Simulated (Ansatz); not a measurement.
**C2H3AlN: ladder of methods at one geometry from a Python script**

How do the methods compare on C2H3AlN, in result and in cost? A script is to give a ladder of methods at one geometry; the system is C2H3AlN. SMILES: [CH3][Al][C]#N.

Program: the Python package of Ansatz 0.2.0. The levels of theory stand in the script. These are calculated values, not measurements.

### 1 The structure

Bond lengths: C1–Al2 1.930 Å, Al2–C3 1.930 Å, C3–N4 1.174 Å, C1–H5 1.142 Å, C1–H6 1.163 Å, C1–H7 1.087 Å. Angles: C1–Al2–C3 118.2°, Al2–C1–H5 112.3°, Al2–C1–H6 111.1°, Al2–C1–H7 112.6°, H5–C1–H6 104.8°, H5–C1–H7 107.5°, H6–C1–H7 108.1°, Al2–C3–N4 173.9°.

The script holds or builds the structure itself.

### 2 The code

The input, methods.py:

```python
# -*- coding: utf-8 -*-
"""C2H3AlN at several levels of theory."""

import logging
import sys
import warnings

import ansatz as az

logging.basicConfig(stream=sys.stdout, format="[%(levelname)s] %(message)s")
logger = logging.getLogger("c2h3aln")
logger.setLevel(logging.INFO)


def main():
    warnings.simplefilter("ignore", az.DeckWarning)

    geometry_ang = [
        ("C", [-0.6609, 0.8682, -0.3942]),
        ("Al", [0.8971, 0.2936, 0.5894]),
        ("C", [1.2449, -1.6, 0.7244]),
        ("N", [1.5759, -2.7226, 0.8226]),
        ("H", [-0.394, 1.5541, -1.2677]),
        ("H", [-1.3692, 1.5029, 0.2753]),
        ("H", [-1.2326, 0.0358, -0.7954]),
    ]
    molecule = az.Crystal.molecule()
    for symbol, xyz in geometry_ang:
        molecule = molecule.atom(symbol, xyz)

    job = molecule.calculation().basis(gaussian="cc-pVDZ").spin("collinear", total=1).accuracy("medium")

    methods = ["mp2", "ccsd", "ccsd_t"]
    reports = [job.correlation(m).run().report for m in methods]
    logger.info(f"Hartree-Fock reference {reports[0]['reference_energy_ev'] / 27.211386246:.6f} Ha")
    best = reports[-1]["free_energy_ev"] - reports[-1]["reference_energy_ev"]
    for method, each in zip(methods, reports):
        gained = each["free_energy_ev"] - each["reference_energy_ev"]
        logger.info(f"{method:8s} total {each['free_energy_ev'] / 27.211386246:.6f} Ha  correlation {gained:9.4f} eV  ({100 * gained / best:.1f} % of the last)")


if __name__ == "__main__":
    main()
```

### 3 The calls as engine input

The package turns the script's settings into the engine's input (first run):

```yaml
crystal:
  periodic: [false, false, false]
  atoms:
    - { symbol: C, position_ang: [-0.6609, 0.8682, -0.3942] }
    - { symbol: Al, position_ang: [0.8971, 0.2936, 0.5894] }
    - { symbol: C, position_ang: [1.2449, -1.6, 0.7244] }
    - { symbol: "N", position_ang: [1.5759, -2.7226, 0.8226] }
    - { symbol: H, position_ang: [-0.394, 1.5541, -1.2677] }
    - { symbol: H, position_ang: [-1.3692, 1.5029, 0.2753] }
    - { symbol: H, position_ang: [-1.2326, 0.0358, -0.7954] }
accuracy: medium
basis:
  gaussian:
    orbitals: cc-pVDZ
magnetization:
  spin_polarized: true
  initial_magnetization: 1.0
correlation:
  method: mp2
```

### 4 The run

Run with:

```
> python methods.py
```

What it wrote:

```text
[INFO] Hartree-Fock reference -373.834959 Ha
[INFO] mp2      total -374.301835 Ha  correlation  -12.7044 eV  (90.7 % of the last)
[INFO] ccsd     total -374.330293 Ha  correlation  -13.4787 eV  (96.2 % of the last)
[INFO] ccsd_t   total -374.349668 Ha  correlation  -14.0059 eV  (100.0 % of the last)
```

It took 32 s on 1 thread of Arm Neoverse V1, shared host; peak memory 0.42 GiB.

### 5 What changed from run to run

The engine's inputs for the other runs:

Run 2, against run 1:

```diff
@@ -19 +19 @@
-  method: mp2
+  method: ccsd
```

Run 3, against run 1:

```diff
@@ -19 +19 @@
-  method: mp2
+  method: ccsd_t
```

Lines on the test bed's own set-up are left out of the output.

A comment line of the script is reworded here; the code is as run.

### 6 Run by run

The 3 runs, in the order started:

| run | method | energy (eV) | <S²> | iterations in all | CPU time (s) |
| --- | --- | --- | --- | --- | --- |
| 1 | mp2 | -10185.2718 | 0.77 | 33 | 2.2 |
| 2 | ccsd | -10186.0462 | 0.77 | 117 | 13 |
| 3 | ccsd_t | -10186.5734 | 0.77 | 117 | 16 |

Correlation energies (total less mean field):

| method | correlation (eV) | share of the last | miss against the last (eV) | CPU time (s) |
| --- | --- | --- | --- | --- |
| mp2 | -12.704 | 90.7 % | +1.302 | 2.2 |
| ccsd | -13.479 | 96.2 % | +0.527 | 13 |
| ccsd_t | -14.006 | 100.0 % | +0.000 | 16 |

### 7 What came out

| quantity | value |
| --- | --- |
| runs compared | 3 |
| correlation energy, last run | -14.006 eV |

**Reading.** mp2 catches 91 % of the correlation energy of ccsd_t. The dearest, run 3 (ccsd_t), took some 7.1 times as long as run 1 (mp2). The geometry is a force-field or estimated start, not a minimum of this method, and the basis set is short of its limit. A lower total doesn't mark the better method: functionals have no common bound, and MP2 and coupled cluster aren't variational. The species is open-shell (spin multiplicity 2). Inner cores stay frozen, so this is valence correlation. For Al to Cl the sets with a tight d function, cc-pV(X+d)Z, are usual.
